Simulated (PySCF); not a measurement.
# H2O6Si3: relaxation and vibrations and intensities, part 2 of 2

Aim: for H2O6Si3, 2 runs in a chain (relaxation and vibrations and intensities).

PySCF 2.14.0; relaxation, pbe, def2-tzvp, and further levels as typed in the inputs.

### Step 3. Vibrations and intensities: vibrations and intensities, pbe, def2-tzvp

It takes the final geometry of step 2.

The input, run.py:

```python
from pyscf import gto, dft
from pyscf.hessian import thermo
import numpy as np
mol = gto.M(atom="mol.xyz", basis="def2-tzvp", charge=1, spin=1, verbose=4)
mf = dft.UKS(mol, xc="pbe").density_fit().run(conv_tol=1e-9)
for i in range(6):  # look for a lower solution of the same spin
    mo, _, ok, _ = mf.stability(return_status=True)
    if ok: break
    mf.kernel(mf.make_rdm1(mo, mf.mo_occ))
print(f"converged SCF energy = {mf.e_tot:.10f}, stable: {ok}")
mol.verbose = 0; x = mol.atom_coords(); n = x.size; h = np.zeros((n, n + 3))
def point(d):
    m = mol.set_geom_(x + d.reshape(-1, 3), unit="Bohr", inplace=False); s = dft.UKS(m, xc="pbe").density_fit()
    s.grids.level = 4
    s.run(mf.make_rdm1(), conv_tol=1e-10); g = s.nuc_grad_method(); g.grid_response = True
    return np.append(g.kernel(), s.dip_moment(unit="AU", verbose=0))
for k in range(n): d = np.zeros(n); d[k] = 0.01; h[k] = (point(d) - point(-d)) / 0.02
H = (h[:, :n] + h[:, :n].T) / 2
f = thermo.harmonic_analysis(mol, H.reshape(mol.natm, 3, mol.natm, 3).transpose(0, 2, 1, 3))
print("harmonic vibrations: frequency (1/cm), infrared intensity (km/mol)")
for w, q in zip(f["freq_wavenumber"], f["norm_mode"]): t = q.ravel() @ h[:, n:]; print(f"  {w.real - w.imag:9.2f} {974.88 * t @ t:9.2f}")
```

Launch:

```
$ python run.py
```

Log:

```text
[INPUT] num. atoms = 11
[INPUT] num. electrons = 91
[INPUT] charge = 1
[INPUT] spin (= nelec alpha-beta = 2S) = 1
[INPUT] symmetry False subgroup None
[INPUT] Mole.unit = angstrom
[INPUT] Symbol           X                Y                Z      unit          X                Y                Z       unit  Magmom
[INPUT]  1 H      0.172146960000   3.018412770000  -1.606634510000 AA    0.325310607576   5.703973466190  -3.036099206175 Bohr   0.0
[INPUT]  2 O     -0.287695850000   2.267255260000  -1.193939430000 AA   -0.543666363674   4.284491495880  -2.256218532019 Bohr   0.0
[INPUT]  3 Si     0.399006370000   1.194955690000  -0.247260030000 AA    0.754012761257   2.258138985091  -0.467253738252 Bohr   0.0
[INPUT]  4 O     -0.652129440000   0.348345750000   0.733478570000 AA   -1.232346039366   0.658278064156   1.386073615538 Bohr   0.0
[INPUT]  5 Si     0.149563200000  -1.123414320000   0.597839600000 AA    0.282633486314  -2.122945389214   1.129753110420 Bohr   0.0
[INPUT]  6 O      1.626357110000  -1.149050130000   1.400832930000 AA    3.073369518639  -2.171390049096   2.647190583972 Bohr   0.0
[INPUT]  7 Si     2.406040160000  -0.122964540000   0.341437320000 AA    4.546756947105  -0.232369303633   0.645223023505 Bohr   0.0
[INPUT]  8 O      3.916711630000  -0.499594150000   0.035881550000 AA    7.401512289599  -0.944096116935   0.067806302425 Bohr   0.0
[INPUT]  9 H      4.581168870000   0.116227320000  -0.318076520000 AA    8.657154494683   0.219637802992  -0.601077509455 Bohr   0.0
[INPUT] 10 O      1.896055880000   1.465316980000   0.446403950000 AA    3.583026330071   2.769047777875   0.843581206424 Bohr   0.0
[INPUT] 11 O      1.048001890000  -0.394353990000  -0.834736480000 AA    1.980436550127  -0.745221037229  -1.577423333383 Bohr   0.0

nuclear repulsion = 830.811961441571
number of shells = 113
number of NR pGTOs = 481
number of NR cGTOs = 309
basis = def2-tzvp
ecp = {}

******** <class 'pyscf.df.df_jk.DFUKS'> ********
method = DFUKS
initial guess = minao
damping factor = 0
level_shift factor = 0
DIIS = <class 'pyscf.scf.diis.CDIIS'>
diis_start_cycle = 1
diis_space = 8
diis_damp = 0
SCF conv_tol = 1e-09
SCF conv_tol_grad = None
SCF max_cycles = 50
direct_scf = False
number electrons alpha = 46  beta = 45
XC library pyscf.dft.libxc version 7.0.0
    S. Lehtola, C. Steigemann, M. J.T. Oliveira, and M. A.L. Marques.,  SoftwareX 7, 1–5 (2018)
XC functionals = pbe
    J. P. Perdew, K. Burke, and M. Ernzerhof.,  Phys. Rev. Lett. 77, 3865 (1996)
    J. P. Perdew, K. Burke, and M. Ernzerhof.,  Phys. Rev. Lett. 78, 1396 (1997)
    J. P. Perdew, K. Burke, and M. Ernzerhof.,  Phys. Rev. Lett. 77, 3865 (1996)
    J. P. Perdew, K. Burke, and M. Ernzerhof.,  Phys. Rev. Lett. 78, 1396 (1997)
radial grids:
    Treutler-Ahlrichs [JCP 102, 346 (1995); DOI:10.1063/1.469408] (M4) radial grids

becke partition: Becke, JCP 88, 2547 (1988); DOI:10.1063/1.454033
pruning grids: <function nwchem_prune at 0xfa10117dc180>
grids dens level: 3
symmetrized grids: False
atomic radii adjust function: <function treutler_atomic_radii_adjust at 0xfa10117dc860>
small_rho_cutoff = 0
Set gradient conv threshold to 3.16228e-05
tot grids = 161648
init E= -1322.4067184909
[... the frontier-level lines of each cycle are left out ...]


cycle= 1 E= -1319.87711545461  delta_E= 2.53  |g|= 1.32  |ddm|= 2.53
cycle= 2 E= -1317.30590541125  delta_E= 2.57  |g|= 2.82  |ddm|= 2.39
cycle= 3 E= -1320.41566807666  delta_E= -3.11  |g|= 0.375  |ddm|= 1.92
cycle= 4 E= -1320.45048215061  delta_E= -0.0348  |g|= 0.278  |ddm|= 0.389
cycle= 5 E= -1320.47549538386  delta_E= -0.025  |g|= 0.0653  |ddm|= 0.169
cycle= 6 E= -1320.47750364254  delta_E= -0.00201  |g|= 0.0201  |ddm|= 0.0695
cycle= 7 E= -1320.47761561991  delta_E= -0.000112  |g|= 0.0104  |ddm|= 0.0155
cycle= 8 E= -1320.47765232643  delta_E= -3.67e-05  |g|= 0.0024  |ddm|= 0.0069
cycle= 9 E= -1320.47765452572  delta_E= -2.2e-06  |g|= 0.000693  |ddm|= 0.00218
cycle= 10 E= -1320.47765469732  delta_E= -1.72e-07  |g|= 0.000372  |ddm|= 0.000751
cycle= 11 E= -1320.47765473513  delta_E= -3.78e-08  |g|= 0.000202  |ddm|= 0.000283
cycle= 12 E= -1320.47765474795  delta_E= -1.28e-08  |g|= 7.16e-05  |ddm|= 0.000133
cycle= 13 E= -1320.47765474982  delta_E= -1.88e-09  |g|= 7.59e-06  |ddm|= 4.74e-05
cycle= 14 E= -1320.4776547498  delta_E= 2.86e-11  |g|= 1.27e-05  |ddm|= 1.27e-05
Extra cycle  E= -1320.47765474951  delta_E= 2.87e-10  |g|= 3.09e-05  |ddm|= 2.26e-05
converged SCF energy = -1320.47765474951  <S^2> = 0.7515607  2S+1 = 2.0015601
uhf_internal: lowest eigs of H = [1.63492488 1.63878306 1.64112281]
<class 'pyscf.df.df_jk.DFUKS'> wavefunction is stable in the internal stability analysis
converged SCF energy = -1320.4776547495, stable: True
harmonic vibrations: frequency (1/cm), infrared intensity (km/mol)
     153.70     11.17
     179.37      6.41
     201.18      4.56
     244.28      0.39
     286.84      5.55
     298.71     29.59
     299.63    208.93
     307.05      1.80
     373.18     42.99
     375.64     45.54
     391.34     21.59
     522.33     22.59
     545.60      2.68
     552.69     29.03
     685.09    326.37
     686.65    100.68
     695.23     26.93
     749.29     44.41
     756.84     28.97
     777.03     81.72
     788.84    100.01
     882.31    381.56
     921.47    274.43
    1077.52    244.21
    1105.90    141.99
    3735.74    141.03
    3738.69    447.58
```

It took 83 min on 8 threads of Arm Neoverse N1, shared host.

Harmonic frequencies from the force constants, with isotope-averaged masses (PySCF's default) and rigid motions projected out (i: imaginary):

| mode | cm⁻¹ | IR (km/mol) |
| --- | --- | --- |
| 1 | 154 | 11.2 |
| 2 | 179 | 6.4 |
| 3 | 201 | 4.6 |
| 4 | 244 | 0.4 |
| 5 | 287 | 5.5 |
| 6 | 299 | 29.6 |
| 7 | 300 | 208.9 |
| 8 | 307 | 1.8 |
| 9 | 373 | 43.0 |
| 10 | 376 | 45.5 |
| 11 | 391 | 21.6 |
| 12 | 522 | 22.6 |
| 13 | 546 | 2.7 |
| 14 | 553 | 29.0 |
| 15 | 685 | 326.4 |
| 16 | 687 | 100.7 |
| 17 | 695 | 26.9 |
| 18 | 749 | 44.4 |
| 19 | 757 | 29.0 |
| 20 | 777 | 81.7 |
| 21 | 789 | 100.0 |
| 22 | 882 | 381.6 |
| 23 | 921 | 274.4 |
| 24 | 1078 | 244.2 |
| 25 | 1106 | 142.0 |
| 26 | 3736 | 141.0 |
| 27 | 3739 | 447.6 |

### Step 4. Summary of results

The summary covers parts 1 to 2.

| quantity | value |
| --- | --- |
| harmonic frequencies (step 3) | 154 to 3739 cm⁻¹ |
| zero-point energy (step 3) | 1.322 eV |

In step 3 all modes are real: a minimum.
